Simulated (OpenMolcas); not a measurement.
**W⁴⁺ among point charges: CASSCF and CASPT2 levels and susceptibility**

How does a field of 6 point charges split the states of W⁴⁺, and what χT follows?

Method: state-averaged CASSCF and CASPT2, spin-orbit coupling by RASSI with atomic mean-field integrals. Code: OpenMolcas 26.06.

## 1. The atom as given

- Species: W⁴⁺ (tungsten, Z = 74, 70 electrons)
- Basis: ANO-RCC-VDZP [7s6p4d2f1g], 68 functions
- Scalar Hamiltonian: DKH2, point nucleus
- Inactive shells: 1s 2s 2p 3s 3p 3d 4s 4p 4d 4f 5s 5p
- Active space: 2 electrons in 5 orbitals (5d)
- Some configurations of this space: 5d2
- Orbitals: optimised for each spin and parity, averaged over all roots

The outer shells:

5d2
```
5d [↑ ][↑ ][  ][  ][  ]
```

The ion sits among 6 point charges of -1 e arranged as a tetragonal octahedron (D4h), 1.93 Å from the ion, with the axial distance 2.104 Å.

Each step is its own input file, run in one work folder so that later steps find the files of earlier ones. Labels, J, g values, rates, χT and fits are worked out afterwards by a script from the matrices that RASSI stores. The input lists half of the charges; inversion (Group=XYZ) makes the rest.

## 2. One- and two-electron integrals

a.inp

```
&GATEWAY
Coord
1

W 0.0 0.0 0.0
Basis=ANO-RCC-VDZP
Group=XYZ
NoMove
AngMom=0.0 0.0 0.0
AMFI
XField
3 Angstrom 0
1.930000 0.000000 0.000000 -1.000000
0.000000 1.930000 0.000000 -1.000000
0.000000 0.000000 2.103700 -1.000000
&SEWARD
```

## 3. Reference wave functions, triplets of even parity, 10 roots

a.inp

```
&RASSCF
FileOrb=start.orb
Symmetry=1
Spin=3
nActEl=2 0 0
Inactive=15 19
Ras2=5 0
CIRoot=10 10 1
SDav=10
CIMx=300
Iter=120 100
PrWF=0.3
OrbListing=Nothing
MaxOrb=0
>>> COPY $Project.JobIph JOB001
```

start.orb holds the contracted functions of the basis, ordered by shell, or the orbitals of the step before.

## 4. CASSCF: singlets of even parity, 15 roots

a.inp

```
&RASSCF
FileOrb=start.orb
Symmetry=1
Spin=1
nActEl=2 0 0
Inactive=15 19
Ras2=5 0
CIRoot=15 15 1
SDav=15
CIMx=300
Iter=120 100
PrWF=0.3
OrbListing=Nothing
MaxOrb=0
>>> COPY $Project.JobIph JOB002
```

## 5. RASSI: spin-orbit coupling between the states

a.inp

```
&RASSI
NrOfJobIphs=2 10 15
1 2 3 4 5 6 7 8 9 10
1 2 3 4 5 6 7 8 9 10 11 12 13 14 15
IphNames
JOB001
JOB002
EJob
SpinOrbit
DIPRint=1.0
SOCoupling=1000.0
Subsets=2
Property=9
'ANGMOM' 1 'ANGMOM' 2 'ANGMOM' 3 'MLTPL  1' 1 'MLTPL  1' 2 'MLTPL  1' 3
'AMFI' 1 'AMFI' 2 'AMFI' 3
SOProperty=3
'ANGMOM' 1 'ANGMOM' 2 'ANGMOM' 3
```

## 6. CASPT2: IPEA 0.25, imaginary shift 0.1 (closed shells correlated: 4f 5s 5p)

a.inp

```
>>> COPY JOB001 $Project.JobIph
&CASPT2
Multistate=10 1 2 3 4 5 6 7 8 9 10
NoMult
Frozen=14 9
IPEA=0.25
Imaginary=0.1
MaxIter=60
WThr=0.0 0.3 0.05
PrWF=0.5
NoMix
>>> COPY JOB002 $Project.JobIph
&CASPT2
Multistate=15 1 2 3 4 5 6 7 8 9 10 11 12 13 14 15
NoMult
Frozen=14 9
IPEA=0.25
Imaginary=0.1
MaxIter=60
WThr=0.0 0.3 0.05
PrWF=0.5
NoMix
```

(Steps that only read results are left out.)

What does the calculation give? Wanted: spin-free ground state; first state of the same spin within the active space; lowest level; next level.

**Answer**, as computed:

| quantity | value |
| --- | --- |
| method | SS-CASPT2, IPEA 0.25, imaginary shift 0.1 (closed shells correlated: 4f 5s 5p) |
| spin-free ground state | 3A2, 1-fold in its orbital part |
| first state of the same spin within the active space | 3E at 1210 cm⁻¹ |
| lowest level | 1-fold A1 |
| next level | 772.0 cm⁻¹ |
| χT at 300 K | 0.06 cm³ K/mol |
| effective moment at 300 K | 0.70 μB |

Cost by method:

```csv
method,time of its own steps,time with the reference
A. CASSCF,6.2 s,6.2 s
"B. SS-CASPT2, IPEA 0.25, imaginary shift 0.1, +4f 5s 5p",4.3 s,10 s
```

Times are of one thread on a shared host.

**Reading.** The spin-free ground state (3A2) comes to 94 % from free-ion F terms and keeps the highest spin of the shell. χT at 300 K is 0.06, against 1.00 cm³ K/mol for the spin alone, so spin-orbit coupling lowers it. The field of point charges can differ much from that of real complexes. This is an electrostatic model: the charges have no orbitals.
